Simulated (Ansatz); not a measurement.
Runs of Ansatz 0.2.0 on Cd2S. Symmetry: P3m1, No. 156, trigonal system. Conventional cell: a = 3.963 Å, b = 3.963 Å, c = 5.809 Å, α = 90.00°, β = 90.00°, γ = 120.00°. Cd (site symmetry 3m) has 1 S at 2.52 Å as nearest neighbours. Cd (site symmetry 3m) is surrounded by 3 S at 2.60 Å. S (site symmetry 3m) has 4 Cd at 2.52 to 2.60 Å as nearest neighbours. The cell comes from a database or a generator and needn't be the stable form of this composition.

```csv
task,level,cell,k mesh,cutoff (eV),points for each segment of the path,mesh quality,gap on the mesh (eV),pressure (GPa),largest force (eV/Å)
relaxation of cell and atoms,PBE0,relaxed,4 × 4 × 2,420,-,coarse,(a),0.0,0.01
band structure,r2SCAN,as given,8 × 8 × 5,500,14,not flagged,-,-1.7,0.03
band structure,LDA,as given,8 × 8 × 5,420,14,not flagged,-,-4.9,0.17
single point,PBE0,as given,4 × 4 × 4,420,-,coarse,(b),-1.5,0.25
band structure,PBEsol,as given,8 × 8 × 5,420,14,not flagged,-,-3.0,0.14
```

Alike in all rows: potentials or basis Ansatz PAW; no spin polarisation; smearing fermi-dirac 0.05 eV.

Q: Fill in the values left out.

A: (a) 1.58; (b) 1.35.

Caveats: some runs use coarse meshes; the PAW data sets come from PBE, with cores solved anew for the run's functional, which leaves a small shift of forces and pressure; the plane-wave basis is chosen anew once the cell has moved, so the energies of steps on either side of that aren't comparable (some runs); the thresholds are loose for stress (some runs).

A k mesh can miss the band edges, and the runs leave out spin-orbit coupling on Cd.

Runs at the PBE level aren't shown here.
